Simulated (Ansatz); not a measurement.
# CH₈FNOSi₂: a ladder of functionals and wavefunction methods

The task here is to estimate one member of a computed series from the others.

Method: functionals in def2-TZVPP, the program's frozen cores in correlated methods; program: Ansatz 0.2.0, Gaussian basis.

Plan: PBE-D4, r2SCAN-D4, PBE0-D4, B3LYP-D4, ωB97X-V, ωB97M-V, B2PLYP; CCSD(T)/def2-TZVPP; MP2/def2-QZVPP; extrapolation to the limit.

## Structure used throughout

An earlier PBE0-D4 in a triple-zeta def2 set relaxation fixed the geometry.

SMILES `CO[Si](N)(F)[SiH3]`, 14 atoms, charge 0, spin multiplicity 1.

Atoms are counted from 1 here; the program's logs count them from 0.

Bond lengths: C1–O2 1.414 Å, C1–H7 1.093 Å, C1–H8 1.091 Å, C1–H9 1.094 Å, O2–Si3 1.627 Å, Si3–N4 1.705 Å, Si3–F5 1.604 Å, Si3–Si6 2.335 Å, N4–H10 1.007 Å, N4–H11 1.006 Å, Si6–H12 1.489 Å, Si6–H13 1.487 Å, Si6–H14 1.489 Å. Angles: O2–C1–H7 110.3°, O2–C1–H8 108.3°, O2–C1–H9 111.5°, H7–C1–H8 108.8°, H7–C1–H9 108.9°, H8–C1–H9 109.1°, C1–O2–Si3 126.0°, O2–Si3–N4 110.7°, O2–Si3–F5 111.6°, O2–Si3–Si6 104.8°, N4–Si3–F5 103.2°, N4–Si3–Si6 117.7°, F5–Si3–Si6 109.0°, Si3–N4–H10 120.5°, Si3–N4–H11 121.8°, H10–N4–H11 112.0°, Si3–Si6–H12 109.3°, Si3–Si6–H13 112.0° and more.

The first run:

Contents of in.yaml:

```yaml
crystal:
  periodic: [false, false, false]
  atoms:
    - {symbol: C, position_ang: [-2.276025, -0.543191, -0.322447]}
    - {symbol: O, position_ang: [-0.964316, -0.708430, 0.180283]}
    - {symbol: Si, position_ang: [0.194138, 0.432629, 0.224637]}
    - {symbol: N, position_ang: [0.341281, 1.199541, -1.291417]}
    - {symbol: F, position_ang: [-0.201264, 1.636227, 1.207669]}
    - {symbol: Si, position_ang: [2.074941, -0.656894, 1.077800]}
    - {symbol: H, position_ang: [-2.937229, -0.165180, 0.461909]}
    - {symbol: H, position_ang: [-2.641880, -1.517176, -0.651473]}
    - {symbol: H, position_ang: [-2.296849, 0.150467, -1.168095]}
    - {symbol: H, position_ang: [0.601138, 2.170363, -1.349754]}
    - {symbol: H, position_ang: [0.598689, 0.690317, -2.120345]}
    - {symbol: H, position_ang: [2.535835, -1.682452, 0.101329]}
    - {symbol: H, position_ang: [1.791427, -1.326886, 2.374465]}
    - {symbol: H, position_ang: [3.180123, 0.320664, 1.275428]}
basis:
  gaussian: {orbitals: def2-TZVPP}
hamiltonian: {xc: pbe, dispersion: d4}
output: {forces: true, orbitals: {seedname: orbitals}}
```

Launch:

```
> ansatz run in.yaml --threads 2 --pin off --events-out ev --progress --plain --max-ram 22528MiB --backend cuda --devices 0, --max-vram 18GiB
```

Among the steps run: PBE-D4 (GGA); r2SCAN-D4 (meta-GGA); PBE0-D4 (hybrid); B3LYP-D4 (hybrid); ωB97X-V (range-separated); ωB97M-V (range-separated); B2PLYP (double hybrid); CCSD(T) in def2-TZVPP; MP2 in def2-QZVPP.

One of the session's tables, all rows but one given; the rest of the session is left out.

```
            method  atomisation energy (kcal/mol)
            PBE-D4                         1227.6
         r2SCAN-D4                         1215.5
           PBE0-D4                         1207.6
          B3LYP-D4                         1216.6
           ωB97X-V                         1223.6
           ωB97M-V                         1219.9
            B2PLYP                         1202.7
     HF/def2-TZVPP                          884.3
    MP2/def2-TZVPP                         1200.3
   CCSD/def2-TZVPP                              ?
CCSD(T)/def2-TZVPP                         1184.4
           MP2/CBS                         1236.2
       CCSD(T)/CBS                         1220.3
```

Estimate the missing values for CCSD/def2-TZVPP.

**Answer.** atomisation energy (kcal/mol): 1168.7. In the column «atomisation energy (kcal/mol)» it lies between HF/def2-TZVPP (884.3) and CCSD(T)/def2-TZVPP (1184.4).

To keep in mind: Free atoms (1 C, 1 O, 2 Si, 1 N, 1 F, 8 H) were run apart at each level; the atomisation energy is their sum less the molecule, without zero-point or spin-orbit terms.
